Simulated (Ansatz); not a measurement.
# C3S6: the cost of one run

Method: the levels named in each step, in Ansatz 0.2.0.

**1. Starting point**

Bond lengths: S1–C2 1.549 Å, C2–S3 1.551 Å, S4–C5 1.551 Å, C5–S6 1.549 Å, S7–C8 1.549 Å, C8–S9 1.551 Å. Angles: S1–C2–S3 179.9°, S4–C5–S6 179.9°, S7–C8–S9 179.9°.

Coordinates:

```xyz
9

S     1.9065    1.0517   -1.5238
C     1.9217    0.9856    0.0242
S     1.9349    0.9186    1.5733
S     0.8016   -2.5216   -0.2491
C    -0.2022   -1.9928    0.8079
S    -1.2052   -1.4625    1.8632
S    -1.8525   -0.1059   -1.9026
C    -1.7197    1.0070   -0.8327
S    -1.5853    2.1196    0.2390
```

**2. A rough first relaxation, PBE-D4/def2-SVP**

This run stands in another session on the same molecule. It ended at:

```xyz
9

S     1.9456    0.9964   -1.5448
C     1.9351    0.9926    0.0247
S     1.9109    0.9818    1.5941
S     0.7614   -2.5498   -0.3000
C    -0.2026   -2.0079    0.8139
S    -1.1652   -1.4519    1.9220
S    -1.8212   -0.0785   -1.9611
C    -1.7325    1.0152   -0.8388
S    -1.6317    2.1018    0.2894
```

**3. Relaxation, r2SCAN-D4/def2-TZVP**

Input file input.yaml:

```yaml
crystal:
  periodic: [false, false, false]
  atoms:
    - { symbol: S, position_ang: [1.9455777, 0.9963931, -1.54483569] }
    - { symbol: C, position_ang: [1.93507579, 0.99263963, 0.02473059] }
    - { symbol: S, position_ang: [1.91086029, 0.98182332, 1.59413213] }
    - { symbol: S, position_ang: [0.76143132, -2.54977255, -0.30000083] }
    - { symbol: C, position_ang: [-0.2026437, -2.00794785, 0.81385842] }
    - { symbol: S, position_ang: [-1.16523197, -1.45194009, 1.92197657] }
    - { symbol: S, position_ang: [-1.8211601, -0.07847023, -1.96108849] }
    - { symbol: C, position_ang: [-1.73254666, 1.01524446, -0.83878043] }
    - { symbol: S, position_ang: [-1.63165266, 2.1018202, 0.28943773] }
basis:
  gaussian: { orbitals: def2-TZVP }
hamiltonian:
  xc: r2scan
  dispersion: d4
relax:
  f_tol: 0.002
  max_steps: 150
```

Command:

```sh
> ansatz run input.yaml --threads 4 --pin off --max-ram 10240MiB --backend cpu --events-out ev --progress --plain --runs-dir out
```

What time and memory should one allow on 4 threads of AMD EPYC (Zen 3), shared host?

About 2.9 min, with a peak of 0.73 GiB.
